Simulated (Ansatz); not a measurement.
# K (P6_3/mmc): scan of the energy under strain, by script

What does a strain cost in K (P6_3/mmc)? The task is a scan of the energy under strain, for K (P6_3/mmc).

All numbers are computed with Ansatz 0.2.0 through its Python package. Level of theory: DFT PBEsol, plane waves, PAW.

### Step 1. The system

It takes space group P6_3/mmc (No. 194, hexagonal). Conventional cell: a = 4.762 Å, b = 4.762 Å, c = 7.830 Å, α = 90.00°, β = 90.00°, γ = 120.00°.

No structure file is read: the coordinates are typed or built in the script.

### Step 2. Script

strain.py

```python
import argparse
import warnings

import ansatz
import matplotlib.pyplot as plt
import numpy as np

parser = argparse.ArgumentParser(description="Energy of K under shear strain, ions carried with the cell.")
parser.add_argument("--width-ev", type=float, required=True, help="smearing width (eV)")
parser.add_argument("--xc", default="pbesol", help="exchange-correlation functional")
parser.add_argument("--cutoff", type=float, default=520.0, help="plane-wave cutoff (eV)")
parser.add_argument("--mesh", type=int, nargs=3, required=True, help="k-point sampling")
args = parser.parse_args()

vectors0 = np.array([
    [4.76239602, 0.0, 0.0],
    [-2.38119801, 4.12435594, 0.0],
    [0.0, 0.0, 7.82997132],
])
sites = [
    ("K", [1 / 3, 2 / 3, 0.25]),
    ("K", [2 / 3, 1 / 3, 0.75]),
]


def build(cell):
    crystal = ansatz.Crystal(lattice=ansatz.Lattice.of(cell))
    for symbol, position in sites:
        crystal = crystal.atom(symbol, position)
    return crystal

warnings.simplefilter("ignore", ansatz.DeckWarning)

values = np.linspace(-0.05, 0.05, 7)
energies = []
for d in values:
    strain = np.array([[0, d / 2, 0], [d / 2, 0, 0], [0, 0, 0]])
    cell = vectors0 @ (np.eye(3) + strain)
    setup = (
        build(cell).calculation()
        .occupations(ansatz.OccupationsMethod.FERMI_DIRAC, width=args.width_ev)
        .functional(args.xc)
        .basis(args.cutoff)
        .kpoints(*args.mesh)
        .stress()
    )
    summary = setup.run(threads=1, pin="off").report
    energies.append(summary["free_energy_ev"] / len(sites))
    s = summary["stress_gpa"]
    print(f"d = {d:+.4f}  stress xx yy zz xy (GPa, compression positive): {s[0][0]:8.3f} {s[1][1]:8.3f} {s[2][2]:8.3f} {s[0][1]:8.3f}")
energies = np.array(energies)

for value, e in zip(values, energies):
    print(f"strain {value:7.3f}   E - Emin = {1000 * (e - energies.min()):9.3f} meV/atom")
plt.figure(figsize=(4.5, 3))
plt.plot(values, 1000 * (energies - energies.min()), "o-")
plt.xlabel("strain")
plt.ylabel("meV/atom")
plt.tight_layout()
plt.savefig("strain.png", dpi=100)
curvature = 2 * np.polyfit(values, energies, 3)[1]
volume = abs(np.linalg.det(vectors0)) / len(sites)
print(f"d2E/dd2 over the volume: {curvature / volume * 160.21766:.1f} GPa")
```

### Step 3. The run

On the command line:

```sh
> python strain.py --width-ev 0.1 --mesh 9 9 5
```

**Question.** How much energy does this shear strain cost, and what curvature follows?

**Answer**, as computed:

| quantity | value |
| --- | --- |
| curvature under the strain | 1.6 GPa |
| runs compared | 7 |
| range of energy | 0.98 meV/atom |
| lowest point, strain | 0.000 |

Against the unstrained cell the energy per atom changes by +0.98 meV at one end of the scan and +0.98 meV at the other, and its second derivative over the volume is 1.6 GPa. What to keep in mind:
- The curvature belongs to this strain pattern and to the cell's stress; it equals a single elastic constant only for simple patterns.
- In a metal a curvature from energy changes of a few meV or less hangs on mesh and smearing, in size and even in sign.
- This isn't the structure that K takes at ambient conditions.
- The ions keep their fractional positions (clamped ions). Whether this is the phase that is stable at ambient conditions was not tested.
